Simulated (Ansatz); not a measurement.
# AlBrH₂OSi: a ladder of functionals and wavefunction methods

One table from this session's results is given with a row withheld; the runs are named, their logs left out.

Method: functionals in def2-TZVPP, the program's frozen cores in correlated methods; program: Ansatz 0.2.0, Gaussian basis.

Plan: LDA (SPW92), PBE-D4, revPBE-D4, BLYP-D4, r2SCAN-D4, B97M-V, PBE0-D4, B3LYP-D4, r2SCANh-D4, r2SCAN0-D4, HSE06-D4, BHLYP-D4, CAM-B3LYP-D4, LC-ωPBE, ωB97X-V, ωB97M-V, B2PLYP, PBE-QIDH; CCSD(T)/def2-SVP; CCSD(T)/def2-TZVPP; MP2/def2-QZVPP; extrapolation to the limit; RPA on PBE.

## Structure used throughout

The geometry comes from an earlier relaxation with PBE0-D4 in a triple-zeta def2 set; it is a stationary point.

SMILES `[Br][Al]1[O][SiH2]1`, 6 atoms, charge 0, spin multiplicity 1.

Atoms are counted from 1 here; the program's logs count them from 0.

Bond lengths: Br1–Al2 2.235 Å, Al2–O3 1.735 Å, Al2–Si4 2.270 Å, O3–Si4 1.682 Å, Si4–H5 1.488 Å, Si4–H6 1.488 Å. Angles: Br1–Al2–O3 129.4°, Br1–Al2–Si4 176.8°, O3–Al2–Si4 47.4°, Al2–O3–Si4 83.2°, Al2–Si4–O3 49.4°, Al2–Si4–H5 125.8°, Al2–Si4–H6 125.8°, O3–Si4–H5 115.5°, O3–Si4–H6 115.5°, H5–Si4–H6 107.9°.

Set-up of the first run:

in.yaml reads:

```yaml
crystal:
  periodic: [false, false, false]
  atoms:
    - {symbol: Br, position_ang: [-0.789382, -3.384370, 0.314197]}
    - {symbol: Al, position_ang: [-0.123553, -1.254817, 0.179610]}
    - {symbol: O, position_ang: [-0.968602, 0.125760, -0.445179]}
    - {symbol: Si, position_ang: [0.440173, 0.935506, -0.009619]}
    - {symbol: H, position_ang: [1.201114, 1.544641, -1.133269]}
    - {symbol: H, position_ang: [0.282451, 1.969381, 1.048161]}
basis:
  gaussian: {orbitals: def2-TZVPP}
hamiltonian: {xc: lda}
output: {orbitals: {seedname: orbitals}}
```

Run with:

```
$ ansatz run in.yaml --threads 2 --pin off --events-out ev --progress --plain --max-ram 4352MiB
```

Steps of the session up to this table: LDA; PBE-D4 (GGA); revPBE-D4 (GGA); BLYP-D4 (GGA); r2SCAN-D4 (meta-GGA); B97M-V (meta-GGA); PBE0-D4 (hybrid); B3LYP-D4 (hybrid); r2SCANh-D4 (hybrid); r2SCAN0-D4 (hybrid); HSE06-D4 (hybrid); BHLYP-D4 (hybrid); CAM-B3LYP-D4 (range-separated); LC-ωPBE (range-separated); ωB97X-V (range-separated); ωB97M-V (range-separated); B2PLYP (double hybrid); PBE-QIDH (double hybrid).

One of the session's tables, all rows but one given; the rest of the session is left out.

It belongs to the step «Orbital energies across the functionals». 

```
  functional  HOMO (eV)  LUMO (eV)  gap (eV)
 LDA (SPW92)      -5.77      -3.02      2.75
      PBE-D4      -5.62      -2.77      2.85
   revPBE-D4      -5.56      -2.66      2.90
     BLYP-D4      -5.48      -2.65      2.84
   r2SCAN-D4      -5.81      -2.50      3.31
      B97M-V      -5.83      -2.57      3.26
     PBE0-D4      -6.66      -1.99      4.67
    B3LYP-D4      -6.48      -2.19      4.29
  r2SCANh-D4      -6.20      -2.24      3.96
  r2SCAN0-D4      -6.78      -1.84      4.94
    HSE06-D4      -6.27      -2.36      3.91
    BHLYP-D4      -7.59      -1.13      6.46
CAM-B3LYP-D4          ?          ?         ?
     LC-ωPBE      -9.10       0.09      9.20
     ωB97X-V      -8.82       0.00      8.82
     ωB97M-V      -8.64      -0.27      8.37
```

Q: Estimate the row for CAM-B3LYP-D4 from the others.

The run gave: HOMO (eV): -7.89; LUMO (eV): -1.01; gap (eV): 6.88. In the column «HOMO (eV)» it lies between ωB97M-V (-8.64) and BHLYP-D4 (-7.59).
